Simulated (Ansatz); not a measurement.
# Y2Ge3 (P-6m2) in Ansatz: settings compared

The runs below take Y2Ge3 through relaxation of cell and atoms, with r2SCAN, r2SCAN+D3(BJ).

Everything below comes from runs of Ansatz 0.2.0. Logs are shortened: lines on timing, memory, paths and dates and some standing lists are left out, and cuts for length are marked.

### Step 1. The structure

Symmetry: P-6m2, No. 187, hexagonal system. The conventional cell has a = 4.392 Å, b = 4.392 Å, c = 7.107 Å, α = 90.00°, β = 90.00°, γ = 120.00°. Y (site symmetry 3m) is surrounded by 9 Ge at 3.02 to 3.18 Å and 1 Y at 3.27 Å. Ge (site symmetry -6m2) has 3 Ge at 2.54 Å as nearest neighbours. Ge (site symmetry -6m2) is surrounded by 6 Y at 3.02 Å. Ge (site symmetry -6m2) has 3 Ge at 2.54 Å as nearest neighbours.

The cell comes from a database or a generator and needn't be the stable form of this composition.

### Step 2. Relaxation of cell and atoms, r2SCAN

File input.yaml:

```yaml
crystal:
  lattice:
    - [4.3924264328, 0.0, 0.0]
    - [-2.1962132164, 3.8039528751, 0.0]
    - [0.0, 0.0, 7.107295]
  atoms:
    - { symbol: "Y", position: [0.0, 0.0, 0.270071] }
    - { symbol: "Y", position: [0.0, 0.0, 0.729929] }
    - { symbol: Ge, position: [0.6666666667, 0.3333333333, 0.0] }
    - { symbol: Ge, position: [0.6666666667, 0.3333333333, 0.5] }
    - { symbol: Ge, position: [0.3333333333, 0.6666666667, 0.0] }
hamiltonian:
  xc: r2scan
  pseudopotentials: { kind: paw }
kpoints:
  mp_grid: { grid: [7, 7, 4] }
scf:
  occupations: { method: fermi_dirac, width: 0.05 }
output:
  forces: true
  stress: true
  eigenvalues: true
relax:
  f_tol: 0.01
  max_steps: 40
  cell: { stress_tol: 0.05 }
```

Potentials or basis: Ansatz PAW.

The run is started by

```sh
ansatz run input.yaml --threads 2 --pin off --max-ram 5632MiB --backend cpu --events-out ev --progress --plain --runs-dir out
```

The program printed:

```text
Warning: RAYON_NUM_THREADS=2 ignored (pool sized by the plan → 2); use --threads N
Engine: ansatz 0.2.0, x86_64-unknown-linux-gnu
Pseudopotentials: kind: paw
Pseudopotential: Y, paw, valence charge 11, recommended cutoff 500 eV (meta_gga), Y.paw.azcp
Pseudopotential: Ge, paw, valence charge 14, recommended cutoff 500 eV (meta_gga), Ge.paw.azcp
Functional definition: r2SCAN
  parameter k0 = 0.174
  parameter k1 = 0.065
  parameter a1 = 4.9479
  exchange = r2scan_x(k0 = k0, k1 = k1, a1 = a1)
  correlation = r2scan_c
Crystal: 5 atoms, lattice volume = 118.753 Å³
Basis set: ecut = 500 eV, 2977 PW (Γ), exchange–correlation on 144×144×216 points (64 copies of the dense FFT grid, shifted against one another)
Bands: 39, of which v1, the nominal top of the filled ones, is band 32 counted from 1 (31 counted from 0)
Symmetry: 12 space group operations
Space group: P-6m2 (ITA 187), of the structure as read, at distance tolerance 4.9e-5 Å
k-points: 24 of 196 (time reversal used)
Non-local potential: Y, projectors of the file, l = 0: 3, l = 1: 2, l = 2: 2, l = 3: 1
Non-local potential: Ge, projectors of the file, l = 0: 2, l = 1: 2, l = 2: 3, l = 3: 1
PAW form: soft (Blöchl's): semilocal exchange-correlation on the pseudo side does not see the compensation charge
PAW frozen core: Y, regenerated for the run's functional (the file was generated under x = pbe(κ = 0.804, μ = 0.2195149727645171), c = pbe(β = 0.06672455060314922))
PAW frozen core: Ge, regenerated for the run's functional (the file was generated under x = pbe(κ = 0.804, μ = 0.2195149727645171), c = pbe(β = 0.06672455060314922))
PAW one-centre angular grid: Y, 590 points (default); XC on 160 Gauss nodes
PAW one-centre angular grid: Ge, 590 points (default); XC on 160 Gauss nodes
Initial density: superposition of atomic densities (neutral atoms: chi_scale 0, normalization atom), corrected by the library's trained network
Initial wavefunctions: pseudopotential atomic-orbital guess
Functional: x = r2scan, c = r2scan; τ floored in thin density (d = 2e-4 eV/Å³)
SCF iter   1: F=—  HF=-20630.955982 eV  |F-HF|=—  |Δ(HF+E_count)|=         —  Δρ=8.47e-3  dr2=2.31e-1  dr2_τ=1.28e-2  ethr=1.77e-3  ⟨swp⟩=6.2  Hψ=3327  notcnv=0
preconditioner: auto → Kerker (q_TF=auto, 2.461 Å⁻¹)  [metal: Δε(μ)=0.128 eV  Ē_g=21.054 eV  σ=0.050 eV  W_gap=0.48  n_scr=34 (ndim 8)  ℏωp=26.4 eV  f_vac=0.000  D(μ)=1.51/eV (n_scr^D=2)]
SCF iter   2: F=—  HF=-20631.002277 eV  |F-HF|=—  |Δ(HF+E_count)|=   4.63e-2  Δρ=5.00e-3  dr2=9.74e-2  dr2_τ=4.61e-4  ethr=3.60e-4  ⟨swp⟩=3.0  Hψ=1988  notcnv=0  defer=29
SCF iter   3: F=—  HF=-20630.988610 eV  |F-HF|=—  |Δ(HF+E_count)|=   1.37e-2  Δρ=2.06e-3  dr2=1.44e-2  dr2_τ=2.76e-4  ethr=1.52e-4  ⟨swp⟩=2.1  Hψ=1175  notcnv=0  defer=29
SCF iter   4: F=—  HF=-20630.986416 eV  |F-HF|=—  |Δ(HF+E_count)|=   2.19e-3  Δρ=8.30e-4  dr2=1.89e-3  dr2_τ=2.02e-5  ethr=2.25e-5  ⟨swp⟩=2.0  Hψ=1505  notcnv=0  defer=29
SCF iter   5: F=—  HF=-20630.986506 eV  |F-HF|=—  |Δ(HF+E_count)|=   9.01e-5  Δρ=2.90e-4  dr2=3.85e-4  dr2_τ=1.44e-5  ethr=2.95e-6  ⟨swp⟩=2.0  Hψ=1152  notcnv=0  defer=29
SCF iter   6: F=—  HF=-20630.986496 eV  |F-HF|=—  |Δ(HF+E_count)|=   1.07e-5  Δρ=1.06e-4  dr2=2.70e-5  dr2_τ=5.73e-7  ethr=6.02e-7  ⟨swp⟩=2.0  Hψ=1146  notcnv=0  defer=29
SCF iter   7: F=—  HF=-20630.986518 eV  |F-HF|=—  |Δ(HF+E_count)|=   2.24e-5  Δρ=3.47e-5  dr2=2.85e-6  dr2_τ=1.79e-8  ethr=4.21e-8  ⟨swp⟩=3.0  Hψ=1713  notcnv=0  defer=29
SCF iter   8: F=—  HF=-20630.986519 eV  |F-HF|=—  |Δ(HF+E_count)|=   1.60e-6  Δρ=2.36e-5  dr2=8.74e-7  dr2_τ=8.52e-9  ethr=4.46e-9  ⟨swp⟩=2.0  Hψ=1625  notcnv=0  defer=29
SCF iter   9: F=—  HF=-20630.986519 eV  |F-HF|=—  |Δ(HF+E_count)|=   6.13e-7  Δρ=7.46e-6  dr2=1.08e-7  dr2_τ=1.13e-9  ethr=1.37e-9  ⟨swp⟩=2.0  Hψ=1621  notcnv=0  defer=29
SCF iter  10: F=-20630.986519 eV  HF=-20630.986519 eV  |F-HF|=1.76e-9  |Δ(HF+E_count)|=   4.37e-8  Δρ=2.05e-6  dr2=8.91e-9  dr2_τ=3.93e-10  ethr=1.56e-10  ⟨swp⟩=8.4  Hψ=3217  notcnv=0
SCF 1 converged in 10 iterations: F = -20630.986519 eV  dr2 = 8.91e-9
[... 49 lines left out ...]
Basis set: ecut = 500 eV, 2997 PW (Γ), exchange–correlation on 128×128×216 points (64 copies of the dense FFT grid, shifted against one another)
Initial wavefunctions: pseudopotential atomic-orbital guess (no wavefunctions were taken with the density)
iter 1 solved again at ethr=1.17e-7 eV; its pass at ethr=3.10e-3 eV (dr2=7.49e-5 eV) is discarded
SCF iter   1: F=—  HF=-20630.991254 eV  |F-HF|=—  |Δ(HF+E_count)|=         —  Δρ=2.54e-5  dr2=6.80e-8  dr2_τ=1.92e-7  ethr=1.17e-7  ⟨swp⟩=3.9  Hψ=5654  notcnv=0
preconditioner: auto → Kerker (q_TF=auto, 2.465 Å⁻¹)  [metal: Δε(μ)=0.113 eV  Ē_g=20.894 eV  σ=0.050 eV  W_gap=0.44  n_scr=34 (ndim 8)  ℏωp=26.5 eV  f_vac=0.001  D(μ)=1.66/eV (n_scr^D=2)]
SCF iter   2: F=—  HF=-20630.991263 eV  |F-HF|=—  |Δ(HF+E_count)|=   8.93e-6  Δρ=1.34e-5  dr2=3.43e-8  dr2_τ=4.12e-8  ethr=1.06e-10  ⟨swp⟩=2.3  Hψ=1721  notcnv=0
SCF iter   3: F=—  HF=-20630.991265 eV  |F-HF|=—  |Δ(HF+E_count)|=   2.13e-6  Δρ=2.93e-6  dr2=9.72e-9  dr2_τ=1.22e-9  ethr=5.35e-11  ⟨swp⟩=2.0  Hψ=1297  notcnv=0
SCF iter   4: F=—  HF=-20630.991265 eV  |F-HF|=—  |Δ(HF+E_count)|=   4.47e-8  Δρ=1.35e-6  dr2=3.18e-9  dr2_τ=2.55e-10  ethr=1.52e-11  ⟨swp⟩=2.0  Hψ=1658  notcnv=0
SCF iter   5: F=—  HF=-20630.991265 eV  |F-HF|=—  |Δ(HF+E_count)|=   1.43e-8  Δρ=2.68e-7  dr2=1.80e-10  dr2_τ=6.80e-12  ethr=4.97e-12  ⟨swp⟩=2.0  Hψ=1258  notcnv=0
SCF iter   6: F=-20630.991265 eV  HF=-20630.991265 eV  |F-HF|=3.64e-12  |Δ(HF+E_count)|=  1.82e-10  Δρ=7.67e-8  dr2=1.10e-11  dr2_τ=3.08e-13  ethr=1.00e-12  ⟨swp⟩=4.7  Hψ=3002  notcnv=0
SCF 5 converged in 6 iterations: F = -20630.991265 eV  dr2 = 1.10e-11
relax step   5: F+E_penalty+E_count = -20630.99126487 eV  Δ(F+E_penalty+E_count) = +2.386e-4 eV  max|allowed force component| = 4.587e-3 eV/Å  Δτ_max = 0.0000 Å  P = -0.013 GPa  Ω = 117.797 Å³  stress off target by 3.97e-2 GPa  SCF on the basis re-selected at this cell (its energy is not comparable with the rows above)  (6 SCF iters)
basis re-selected at this cell: Δ(F+E_penalty+E_count) = +2.386e-4 eV, ΔP = -0.001 GPa vs the last step (what re-selecting the basis moved, of the pressure what is left beyond the Pulay correction that the steps carried, after the strain that the cell walked since its last selection, with what the two solves' SCF thresholds leave and, on support functions, any second-order correction that the steps lacked; it is no measure of the basis error at this ecutwfc). The dense FFT grid was sized anew with the basis: this SCF ran on 32×32×54 points, the steps before it on 36×36×54, so part of this shift can come from that change (see relax.cell in the input reference). This SCF's stress stands 3.97e-2 GPa from its target on what of the cell is left free (relax.cell.stress_tol is 5.00e-2 GPa) and its largest allowed force component is 4.59e-3 eV/Å (relax.f_tol is 1.00e-2 eV/Å): within both
SCF converged after 6 iterations
Free energy (F): -20630.991265 eV
Harris-Foulkes:  -20630.991265 eV  (|F-HF|=3.64e-12)
Internal energy: -20630.977387 eV  (E = F + TS)
E sigma→0 (E₀):  -20630.984326 eV
Entropy (-TS):   -0.013878 eV (-2.776 meV/atom)
Fermi energy:    10.213542 eV
--- Per-component energies (eV) ---
  E_band       = -623.469585
  E_kinetic    = 943.802592
  E_local      = -8599.857675  (includes V_loc(G=0)·N_el)
  E_nonlocal   = 1355.353352
  E_hartree    = 3680.606095
  E_xc         = -545.684301
  E_vxc        = -651.233179  (∫ρ·V_xc dr)
  E_paw        = -11781.564043  (= ΣΔE_a)
  E_vpaw       = -1068.732751  (= ΣTr[D̂ρ^β])
  E_aug_tail   = 0.000057  (compensation charges beyond the density's cutoff)
  E_vtau       = 35.985766  (kinetic-family band-sum trace: ∫τ·v_τ [+ j·A + Jᵃ·Aᵃ] dr)
  E_ewald      = -5680.068260
  E_core_change = -3.565204  (= ΣΔE_core)
  E_smearing   = -0.013878  (= −TS)
  E_closure    = -0.000000  (closes the sum)
  Σ components = -20630.991265   (vs F -20630.991265, Δ=0.00e0)
--- Forces (eV/Å), atoms counted from 1 ---
  atom   1  Y      0.00000000     0.00000000     0.00458731
  atom   2  Y      0.00000000     0.00000000    -0.00458731
  atom   3  Ge     0.00000000    -0.00000000     0.00000000
  atom   4  Ge     0.00000000     0.00000000     0.00000000
  atom   5  Ge     0.00000000     0.00000000     0.00000000
  max |Σ_I F_I| component: 1.83e-16 eV/Å
--- Stress (GPa, compression-positive) ---
       -0.039607       0.000000       0.000000
        0.000000      -0.039607       0.000000
        0.000000       0.000000       0.039746
  P = ⅓ Tr σ = -0.0132 GPa (-0.132 kbar)
--- Band table (eV; the first three rows and the last of 24) ---
  k-point 0: bands = ["-33.9554", "-33.9194", "-15.1057", "-15.1057", "-15.0792", "-15.0673", "-15.0673", "-14.8715", "-14.8715", "-14.7660", "-14.7660", "-14.7232", "-13.7118", "-13.6984", "-13.6984", "-13.6149", "-13.6149", "-13.5002", "-13.2412", "-13.2412", "-13.2051", "-13.2051", "-13.0874", "-2.0458", "2.2012", "5.2978", "7.2017", "7.3258", "7.3258", "9.6475", "9.6475", "10.2390", "10.9816", "10.9816", "11.2018", "11.9731", "11.9731", "13.6633", "14.0741"]
  k-point 1: bands = ["-33.9529", "-33.9219", "-15.1057", "-15.1057", "-15.0790", "-15.0673", "-15.0673", "-14.8715", "-14.8715", "-14.7661", "-14.7661", "-14.7232", "-13.7079", "-13.6987", "-13.6987", "-13.6143", "-13.6143", "-13.4611", "-13.2371", "-13.2371", "-13.2095", "-13.2095", "-13.1346", "-2.0084", "1.9654", "5.9188", "7.1998", "7.3735", "7.3735", "9.4922", "9.7047", "9.7047", "10.5299", "10.5299", "11.4112", "12.4866", "12.4866", "13.1707", "13.1707"]
  k-point 2: bands = ["-33.9498", "-33.9250", "-15.1057", "-15.1057", "-15.0789", "-15.0673", "-15.0673", "-14.8715", "-14.8715", "-14.7661", "-14.7661", "-14.7231", "-13.7047", "-13.6990", "-13.6990", "-13.6138", "-13.6138", "-13.4037", "-13.2308", "-13.2308", "-13.2161", "-13.2161", "-13.1995", "-1.9695", "1.7648", "6.8894", "7.1050", "7.4256", "7.4256", "8.4541", "9.7100", "9.7100", "10.3508", "10.3508", "12.0764", "12.1881", "12.1881", "13.1725", "13.2982"]
  k-point 23: bands = ["-33.9460", "-33.9213", "-15.1836", "-15.1155", "-15.0853", "-15.0761", "-15.0632", "-14.8420", "-14.7827", "-14.7783", "-14.7593", "-14.7213", "-13.7233", "-13.6913", "-13.6908", "-13.6237", "-13.5862", "-13.3452", "-13.3286", "-13.3059", "-13.2983", "-13.2431", "-13.1551", "0.0705", "1.1671", "2.5873", "5.0729", "7.7655", "8.3385", "8.9129", "8.9893", "9.1561", "11.1864", "12.4548", "12.7581", "13.3069", "13.6984", "14.0742", "14.5578"]
--- Relaxed structure (4 steps of the walk, 3 accepted, 1 SCFs on fresh bases) ---
  F+E_penalty+E_count = -20630.99126487 eV   max|allowed force component| = 4.587e-3 eV/Å   (the final SCF, on the basis selected at the relaxed cell)
  cell:  # Å, volume = 117.7975 Å³
    - [4.366935203001067, 0.0, 0.0]
    - [-2.1834676015005337, 3.7818768224794783, 0.0]
    - [0.0, 0.0, 7.132664862573456]
  atoms:
    - { symbol: Y, position: [-2.3684757860264052e-17, -1.4802973661453342e-17, 0.26900874181732315] }
    - { symbol: Y, position: [-2.3684757860264052e-17, -1.4802973661453342e-17, 0.7309912581826767] }
    - { symbol: Ge, position: [0.6666666666666666, 0.3333333333333333, 0.0] }
    - { symbol: Ge, position: [0.6666666666666666, 0.3333333333333333, 0.49999999999999994] }
    - { symbol: Ge, position: [0.3333333333333333, 0.6666666666666667, 0.0] }
```

Run time: 36 s. Hardware: 2 threads of Intel Xeon Platinum 8488C (Sapphire Rapids), shared host; peak memory 0.72 GiB.

Results:

```yaml
Free_energy: -20630.9913 eV
Relaxed_volume: 23.56 Å³/atom
Relaxed_cell: a = 4.367 Å, b = 4.367 Å, c = 7.133 Å, α = 90.00°, β = 90.00°, γ = 120.00°
Space_group_after_relaxing_to_0.05_Å: P-6m2 (No. 187)
Energy_gained_by_relaxing: 0.9 meV/atom
Ionic_steps: 4
Pressure_after_relaxing: 0.0 GPa
Largest_force_after_relaxing: 0.005 eV/Å
Band_gap_on_the_k_mesh: none (metal or under the smearing width)
```

Forces in eV/Å, atoms in the order of the input:
```
Y    0.000  0.000  0.005
Y    0.000  0.000 -0.005
Ge   0.000  0.000  0.000
Ge   0.000  0.000  0.000
Ge   0.000  0.000  0.000
```

Step by step:
| step | energy change (eV) | largest force (eV/Å) | volume (Å³) |
| --- | --- | --- | --- |
| 1 | 0.0000 | 0.1309 | 118.75 |
| 2 | -0.0044 | 0.0017 | 118.05 |
| 3 | -0.0050 | 0.0046 | 117.80 |
| 4 | -0.0047 | 0.0046 | 117.80 |

Final structure:
```
Y Ge
1.0
     4.36694    0.00000    0.00000
    -2.18347    3.78188    0.00000
     0.00000    0.00000    7.13266
Y Ge
2 3
Cartesian
  0.0000 0.0000 1.9187
  0.0000 0.0000 5.2139
  2.1835 1.2606 0.0000
  2.1835 1.2606 3.5663
  0.0000 2.5213 0.0000
```

Levels at points of the mesh, in eV from the Fermi level:
| k point | band 28 | band 29 | band 30 | band 31 | band 32 | band 33 | band 34 | band 35 | band 36 | band 37 |
| --- | --- | --- | --- | --- | --- | --- | --- | --- | --- | --- |
| (0.00, 0.00, 0.00) | -2.89 | -2.89 | -0.57 | -0.57 | 0.03 | 0.77 | 0.77 | 0.99 | 1.76 | 1.76 |
| (0.00, 0.00, -0.50) | -2.79 | -2.79 | -1.76 | -0.50 | -0.50 | 0.14 | 0.14 | 1.86 | 1.97 | 1.97 |

Caveat: the plane-wave basis is chosen anew once the cell has moved, so the energies of steps on either side of that aren't comparable; the PAW data sets come from PBE, with cores solved anew for the run's functional, which leaves a small shift of forces and pressure.

### Step 3. Relaxation of cell and atoms, r2SCAN+D3(BJ)

input.yaml: that of step 2 with these lines changed.

```diff
@@ -14,2 +14,3 @@
   pseudopotentials: { kind: paw }
+  dispersion: d3bj
 kpoints:
```

Potentials or basis: Ansatz PAW.

The run is started by

```sh
ansatz run input.yaml --threads 2 --pin off --max-ram 5632MiB --backend cpu --events-out ev --progress --plain --runs-dir out
```

The program printed:

```text
Warning: the engine holds no damping parameters fitted to this dispersion correction and functional, so the run takes those fitted to r2scan beside the three-body term, which d3bj leaves out (hamiltonian.dispersion, under Limitations)
Warning: RAYON_NUM_THREADS=2 ignored (pool sized by the plan → 2); use --threads N
[... 8 set-up lines as earlier in the session ...]
[... 146 lines left out ...]
  k-point 2: bands = ["-33.6510", "-33.6245", "-14.9088", "-14.9088", "-14.8800", "-14.8672", "-14.8672", "-14.6725", "-14.6725", "-14.5645", "-14.5645", "-14.5199", "-13.4715", "-13.4659", "-13.4659", "-13.3783", "-13.3783", "-13.1231", "-12.9404", "-12.9404", "-12.9229", "-12.9229", "-12.9088", "-1.8460", "1.9458", "7.0816", "7.4036", "7.6015", "7.6015", "8.6650", "9.9254", "9.9254", "10.5687", "10.5687", "12.3395", "12.4335", "12.4335", "13.4502", "13.5558"]
  k-point 23: bands = ["-33.6467", "-33.6203", "-14.9926", "-14.9196", "-14.8870", "-14.8768", "-14.8625", "-14.6402", "-14.5777", "-14.5772", "-14.5569", "-14.5182", "-13.4898", "-13.4586", "-13.4581", "-13.3863", "-13.3515", "-13.0634", "-13.0440", "-13.0182", "-13.0106", "-12.9546", "-12.8616", "0.2194", "1.3278", "2.7923", "5.2314", "7.9615", "8.5263", "9.1496", "9.1853", "9.3606", "11.4247", "12.7307", "13.0230", "13.5865", "13.9845", "14.3808", "14.8729"]
--- Relaxed structure (5 steps of the walk, 5 accepted, 2 SCFs on fresh bases) ---
  F+E_penalty+E_count = -20631.83327314 eV   max|allowed force component| = 7.168e-4 eV/Å   (the final SCF, on the basis selected at the relaxed cell)
  cell:  # Å, volume = 115.7420 Å³
    - [4.340478533072564, 0.0, 0.0]
    - [-2.170239266536282, 3.7589646742218545, 0.0]
    - [0.0, 0.0, 7.093899458316009]
  atoms:
    - { symbol: Y, position: [-2.3684757860264052e-17, -1.4802973661453342e-17, 0.2690217438895476] }
    - { symbol: Y, position: [-2.3684757860264052e-17, -1.4802973661453342e-17, 0.7309782561104524] }
    - { symbol: Ge, position: [0.6666666666666666, 0.3333333333333333, -1.2203823507936613e-20] }
    - { symbol: Ge, position: [0.6666666666666666, 0.3333333333333333, 0.49999999999999994] }
    - { symbol: Ge, position: [0.3333333333333333, 0.6666666666666667, -1.2203823507936613e-20] }
```

Wall time 47 s (2 threads of Intel Xeon Platinum 8488C (Sapphire Rapids), shared host); peak memory 0.74 GiB.

What came out:

```
Free energy                            : -20631.8333 eV
Relaxed volume                         : 23.15 Å³/atom
Relaxed cell                           : a = 4.340 Å, b = 4.340 Å, c = 7.094 Å, α = 90.00°, β = 90.00°, γ = 120.00°
Space group after relaxing (to 0.05 Å) : P-6m2 (No. 187)
Energy gained by relaxing              : 3.8 meV/atom
Ionic steps                            : 7
Pressure after relaxing                : 0.0 GPa
Band gap on the k mesh                 : none (metal or under the smearing width)
```

Step by step:
```tsv
step	energy change (eV)	largest force (eV/Å)	volume (Å³)
1	0.0000	0.1286	118.75
2	-0.0130	0.2571	114.79
3	-0.0196	0.0396	115.61
4	-0.0199	0.0032	115.79
5	-0.0191	0.0032	115.79
6	-0.0192	0.0007	115.74
7	-0.0192	0.0007	115.74
```

Final structure:
```cif
data_structure
_symmetry_space_group_name_H-M 'P 1'
_symmetry_Int_Tables_number 1
_cell_length_a 4.3405
_cell_length_b 4.3405
_cell_length_c 7.0939
_cell_angle_alpha 90.000
_cell_angle_beta 90.000
_cell_angle_gamma 120.000
_cell_volume 115.74
loop_
_atom_site_label
_atom_site_type_symbol
_atom_site_fract_x
_atom_site_fract_y
_atom_site_fract_z
_atom_site_occupancy
Y1 Y 0.00000 0.00000 0.26902 1
Y2 Y 0.00000 0.00000 0.73098 1
Ge1 Ge 0.66667 0.33333 0.00000 1
Ge2 Ge 0.66667 0.33333 0.50000 1
Ge3 Ge 0.33333 0.66667 0.00000 1
```

Levels at points of the mesh, in eV from the Fermi level:
| k point | band 28 | band 29 | band 30 | band 31 | band 32 | band 33 | band 34 | band 35 | band 36 | band 37 |
| --- | --- | --- | --- | --- | --- | --- | --- | --- | --- | --- |
| (0.00, 0.00, 0.00) | -2.94 | -2.93 | -0.59 | -0.59 | 0.00 | 0.78 | 0.78 | 1.00 | 1.76 | 1.76 |
| (0.00, 0.00, -0.50) | -2.84 | -2.84 | -1.78 | -0.52 | -0.52 | 0.13 | 0.13 | 1.90 | 1.99 | 1.99 |

Caveat: the plane-wave basis is chosen anew once the cell has moved, so the energies of steps on either side of that aren't comparable; pairwise dispersion overbinds metals, which lowers pressure and volume; the PAW data sets come from PBE, with cores solved anew for the run's functional, which leaves a small shift of forces and pressure; the dispersion damping was fitted for another functional or another form of the correction.
